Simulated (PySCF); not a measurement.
# C3H5F3Si: electronic excitations at several levels of theory, part 2 of 2

PySCF 2.14.0. Atoms count from 0. The steps go on from the part before.

## Step 9: Excited states and response: wB97X-D/def2-SVPD

Job settings and geometry (Å):

```
{"job": {"kind": "uv", "xc": "wB97X-D", "basis": "def2-SVPD", "ip": true}, "charge": 0, "multiplicity": 1}
F     -2.095508    -1.284889    -0.269727
C     -1.516597    -0.075370    -0.160270
F     -1.617042     0.325734     1.130739
C     -0.064693    -0.138961    -0.543466
F      0.047199    -0.414989    -1.877297
C      0.844598     0.973316    -0.041319
Si     1.271266    -0.708539     0.656658
H     -2.076418     0.634992    -0.796965
H      1.509377     1.375817    -0.814069
H      0.386115     1.742341     0.590072
H      0.920892    -1.045885     2.055003
H      2.433338    -1.409446     0.064315
```

Method: TDDFT wB97X-D/def2-SVPD, vertical, gas phase, core orbitals frozen in the response.

What it wrote:

```text
coarse grid: 11240 points
cycle   1  E = -705.5726001570  dE =  1.032e+00  |g| = 8.035e-01  |ddm| = 4.321e+00
cycle   2  E = -705.5598605365  dE =  1.274e-02  |g| = 9.223e-01  |ddm| = 1.581e+00
cycle   3  E = -705.6949986892  dE = -1.351e-01  |g| = 6.047e-02  |ddm| = 7.878e-01
cycle   4  E = -705.6956769594  dE = -6.783e-04  |g| = 2.669e-02  |ddm| = 1.201e-01
cycle   5  E = -705.6958422244  dE = -1.653e-04  |g| = 8.163e-03  |ddm| = 5.573e-02
cycle   6  E = -705.6958576733  dE = -1.545e-05  |g| = 2.229e-03  |ddm| = 1.510e-02
cycle   7  E = -705.6958587229  dE = -1.050e-06  |g| = 6.962e-04  |ddm| = 4.074e-03
final grid: 107224 points
cycle   8  E = -705.7899411940  dE = -1.290e-04  |g| = 9.227e-03  |ddm| = 1.482e-01
cycle   9  E = -705.7899395419  dE =  1.652e-06  |g| = 1.076e-02  |ddm| = 2.485e-02
cycle  10  E = -705.7899567401  dE = -1.720e-05  |g| = 5.084e-04  |ddm| = 7.000e-03
cycle  11  E = -705.7899568103  dE = -7.023e-08  |g| = 3.845e-04  |ddm| = 2.348e-03
cycle  12  E = -705.7899568425  dE = -3.214e-08  |g| = 6.855e-05  |ddm| = 5.470e-04
cycle  13  E = -705.7899568439  dE = -1.378e-09  |g| = 2.996e-05  |ddm| = 1.559e-04
cycle  14  E = -705.7899568441  dE = -2.915e-10  |g| = 9.809e-06  |ddm| = 7.280e-05
converged SCF energy = -705.7899568441

Static polarisability (au): isotropic 65.110, principal 58.350 61.465 75.516

Singlet excitations
state   eV       nm        f      main configurations
  1   6.5707    188.7   0.23427   H->L 0.92
  2   6.6426    186.7   0.00790   H->L+2 0.87
  3   7.2268    171.6   0.00447   H->L+3 0.53, H->L+1 0.26, H->L+4 0.10
  4   7.4635    166.1   0.00759   H-1->L 0.71, H->L+1 0.19
  5   7.5454    164.3   0.03177   H->L+1 0.40, H->L+3 0.35
  6   7.9374    156.2   0.00563   H-1->L+2 0.84
  7   8.1009    153.0   0.04446   H->L+4 0.56, H->L+5 0.16, H-1->L 0.12
  8   8.4690    146.4   0.02662   H->L+6 0.61, H->L+5 0.12
  9   8.6296    143.7   0.00850   H-3->L 0.67, H-2->L 0.13, H->L+5 0.09
 10   8.6860    142.7   0.04089   H->L+5 0.44, H->L+6 0.18, H->L+4 0.16

Triplet excitations (Tamm-Dancoff, eV): 5.2258 6.0952 6.6545 7.0296
Vertical ionisation energy (delta-SCF) = 9.5852 eV
```

Wall time 67 s (1 thread of Arm Neoverse V1, shared host); peak memory 0.92 GiB.

This run: HOMO -9.31 eV, LUMO 1.38 eV; lowest singlet 6.57 eV.

## Step 10: TDDFT and polarisability: LC-wPBE/def2-SVPD

The job, as its differences from that of step 9:

```diff
@@ -1,2 +1,2 @@
-{"job": {"kind": "uv", "xc": "wB97X-D", "basis": "def2-SVPD", "ip": true}, "charge": 0, "multiplicity": 1}
+{"job": {"kind": "uv", "xc": "LC-wPBE", "basis": "def2-SVPD", "ip": true}, "charge": 0, "multiplicity": 1}
 F     -2.095508    -1.284889    -0.269727
```

Level: TDDFT LC-wPBE/def2-SVPD, vertical, gas phase, core orbitals frozen in the response.

What it wrote:

```text
coarse grid: 11240 points
cycle   1  E = -705.3302890089  dE =  1.133e+00  |g| = 8.449e-01  |ddm| = 4.283e+00
cycle   2  E = -705.3433087134  dE = -1.302e-02  |g| = 9.061e-01  |ddm| = 1.595e+00
cycle   3  E = -705.4724220499  dE = -1.291e-01  |g| = 6.667e-02  |ddm| = 7.584e-01
cycle   4  E = -705.4733844728  dE = -9.624e-04  |g| = 2.593e-02  |ddm| = 1.265e-01
cycle   5  E = -705.4735670490  dE = -1.826e-04  |g| = 8.829e-03  |ddm| = 6.036e-02
cycle   6  E = -705.4735853111  dE = -1.826e-05  |g| = 2.708e-03  |ddm| = 1.656e-02
cycle   7  E = -705.4735871836  dE = -1.872e-06  |g| = 8.371e-04  |ddm| = 5.450e-03
final grid: 107224 points
cycle   8  E = -705.5968994916  dE = -3.948e-05  |g| = 1.456e-02  |ddm| = 6.503e-02
cycle   9  E = -705.5968917092  dE =  7.782e-06  |g| = 1.621e-02  |ddm| = 2.113e-02
cycle  10  E = -705.5969328184  dE = -4.111e-05  |g| = 4.530e-04  |ddm| = 1.060e-02
cycle  11  E = -705.5969328790  dE = -6.059e-08  |g| = 2.924e-04  |ddm| = 1.095e-03
cycle  12  E = -705.5969328995  dE = -2.054e-08  |g| = 7.502e-05  |ddm| = 4.521e-04
cycle  13  E = -705.5969329017  dE = -2.145e-09  |g| = 2.910e-05  |ddm| = 1.665e-04
cycle  14  E = -705.5969329021  dE = -4.522e-10  |g| = 9.839e-06  |ddm| = 9.034e-05
converged SCF energy = -705.5969329021

Static polarisability (au): isotropic 63.793, principal 57.517 60.348 73.514

Singlet excitations
state   eV       nm        f      main configurations
  1   6.7842    182.8   0.00791   H->L+3 0.86
  2   6.9150    179.3   0.25634   H->L 0.90
  3   7.6095    162.9   0.00516   H->L+2 0.42, H->L+4 0.22, H-1->L 0.13
  4   7.8540    157.9   0.01029   H-1->L 0.56, H->L+2 0.17, H->L+5 0.09
  5   7.9669    155.6   0.02093   H->L+1 0.64, H->L+2 0.10
  6   8.1553    152.0   0.00590   H-1->L+3 0.81
  7   8.5846    144.4   0.05942   H->L+5 0.39, H-1->L 0.17, H->L+4 0.15
  8   8.8070    140.8   0.01327   H-3->L 0.40, H->L+6 0.27
  9   8.8851    139.5   0.01021   H-3->L 0.37, H->L+6 0.27
 10   9.1422    135.6   0.05040   H->L+4 0.43, H->L+2 0.14, H->L+5 0.13

Triplet excitations (Tamm-Dancoff, eV): 5.2416 6.1058 6.7416 7.3773
Vertical ionisation energy (delta-SCF) = 9.6917 eV
```

Wall time 90 s (1 thread of Arm Neoverse V1, shared host); peak memory 0.87 GiB.

In short: HOMO -10.10 eV, LUMO 1.69 eV; lowest singlet 6.78 eV.

## Step 11: Excited states and response: PBE0/6-31G*

The job, as its differences from that of step 10:

```diff
@@ -1,2 +1,2 @@
-{"job": {"kind": "uv", "xc": "LC-wPBE", "basis": "def2-SVPD", "ip": true}, "charge": 0, "multiplicity": 1}
+{"job": {"kind": "uv", "xc": "PBE0", "basis": "6-31G*"}, "charge": 0, "multiplicity": 1}
 F     -2.095508    -1.284889    -0.269727
```

With the program's defaults for keys left out, this is: TDDFT PBE0/6-31G*, vertical, gas phase, core orbitals frozen in the response.

What it wrote:

```text
coarse grid: 11240 points
cycle   1  E = -705.6266549660  dE =  9.561e-01  |g| = 8.069e-01  |ddm| = 3.235e+00
cycle   2  E = -705.5202238713  dE =  1.064e-01  |g| = 1.153e+00  |ddm| = 1.293e+00
cycle   3  E = -705.7407482237  dE = -2.205e-01  |g| = 6.489e-02  |ddm| = 7.883e-01
cycle   4  E = -705.7413267418  dE = -5.785e-04  |g| = 4.279e-02  |ddm| = 1.047e-01
cycle   5  E = -705.7418166300  dE = -4.899e-04  |g| = 5.703e-03  |ddm| = 4.788e-02
cycle   6  E = -705.7418238005  dE = -7.171e-06  |g| = 1.922e-03  |ddm| = 7.314e-03
final grid: 107224 points
cycle   7  E = -705.7194041171  dE = -2.294e-05  |g| = 9.434e-03  |ddm| = 1.789e-02
cycle   8  E = -705.7193803943  dE =  2.372e-05  |g| = 1.460e-02  |ddm| = 1.813e-02
cycle   9  E = -705.7194218801  dE = -4.149e-05  |g| = 4.962e-04  |ddm| = 1.117e-02
cycle  10  E = -705.7194219281  dE = -4.795e-08  |g| = 2.460e-04  |ddm| = 6.825e-04
cycle  11  E = -705.7194219416  dE = -1.357e-08  |g| = 3.601e-05  |ddm| = 2.308e-04
cycle  12  E = -705.7194219419  dE = -2.913e-10  |g| = 9.965e-06  |ddm| = 5.003e-05
converged SCF energy = -705.7194219419

Static polarisability (au): isotropic 54.834, principal 47.090 50.231 67.180

Singlet excitations
state   eV       nm        f      main configurations
  1   6.5302    189.9   0.21101   H->L 0.90
  2   6.7344    184.1   0.00286   H->L+1 0.97
  3   7.2289    171.5   0.02623   H-1->L 0.57, H->L+2 0.38
  4   7.3555    168.6   0.02394   H->L+2 0.58, H-1->L 0.37
  5   7.9269    156.4   0.00776   H-1->L+1 0.58, H->L+3 0.38
  6   7.9734    155.5   0.01134   H->L+3 0.55, H-1->L+1 0.39
  7   8.7104    142.3   0.01885   H-2->L 0.66, H-3->L 0.18, H-1->L+2 0.14
  8   8.8101    140.7   0.01644   H-3->L 0.64, H-1->L+2 0.31
  9   8.8686    139.8   0.03720   H-1->L+2 0.51, H-2->L 0.28, H-3->L 0.16
 10   9.1753    135.1   0.02220   H->L+4 0.72, H-1->L+3 0.18

Triplet excitations (Tamm-Dancoff, eV): 4.8887 6.0715 6.4417 7.0936
```

Wall time 15 s (1 thread of Arm Neoverse V1, shared host); peak memory 0.64 GiB.

This run: HOMO -7.11 eV, LUMO 0.19 eV; lowest singlet 6.53 eV.

## Step 12: Run by run: electronic excitations

Excitations and ground-state properties, with basis size and wall time:

| run | lowest singlet (eV) | brightest (eV) | f | gap (eV) | α (Å³) | μ (D) | functions | time |
| --- | --- | --- | --- | --- | --- | --- | --- | --- |
| HF/def2-SVPD | 7.38 | 7.38 | 0.321 | 12.47 | 8.91 | 2.34 | 193 | 20 s |
| LDA/def2-SVPD | 5.81 | 5.81 | 0.159 | 5.14 | 10.36 | 2.06 | 193 | 92 s |
| PBE/def2-SVPD | 5.79 | 5.79 | 0.165 | 5.17 | 10.26 | 1.99 | 193 | 1.7 min |
| B3LYP/def2-SVPD | 6.20 | 6.20 | 0.202 | 6.73 | 9.84 | 2.13 | 193 | 59 s |
| PBE0/def2-SVPD | 6.33 | 6.33 | 0.213 | 7.16 | 9.76 | 2.11 | 193 | 57 s |
| BHandHLYP/def2-SVPD | 6.72 | 6.72 | 0.254 | 9.02 | 9.39 | 2.26 | 193 | 60 s |
| CAM-B3LYP/def2-SVPD | 6.54 | 6.54 | 0.225 | 9.40 | 9.66 | 2.20 | 193 | 71 s |
| wB97X-D/def2-SVPD | 6.57 | 6.57 | 0.234 | 10.70 | 9.65 | 2.13 | 193 | 67 s |
| LC-wPBE/def2-SVPD | 6.78 | 6.92 | 0.256 | 11.79 | 9.45 | 2.17 | 193 | 90 s |
| PBE0/6-31G* | 6.53 | 6.53 | 0.211 | 7.30 | 8.13 | 1.70 | 112 | 15 s |

## Step 13: What came out

This closing draws on all 2 parts.

```
                         quantity                        value
    lowest singlet (HF/def2-SVPD)  7.38 eV (168 nm), f = 0.321
                   lowest triplet                      5.40 eV
vertical ionisation energy (ΔSCF)                      8.91 eV
      range of the lowest singlet              5.79 to 7.38 eV
```

Single values in the summary come from the first sound run of each kind (HF/def2-SVPD), which need not be the best level. The first singlet state (HOMO→LUMO 0.68, HOMO→LUMO+1 0.19) lies at 7.38 eV and is bright. The lowest triplet lies 1.99 eV below the lowest singlet (triplets in Tamm-Dancoff, singlets in full TDDFT). At HF/def2-SVPD, the highest states lie near or above the ionisation energy, where they hang on the basis. ΔSCF puts the ionisation energy at 8.91 eV, 1.32 eV below −ε(HOMO). The lowest singlet runs from 5.79 eV (PBE/def2-SVPD) to 7.38 eV (HF/def2-SVPD), while the orbital gap spans 5.14 to 12.47 eV. The lowest state need not be the same one in every run. The runs solved for a few states only, so the brightest column depends on that window.
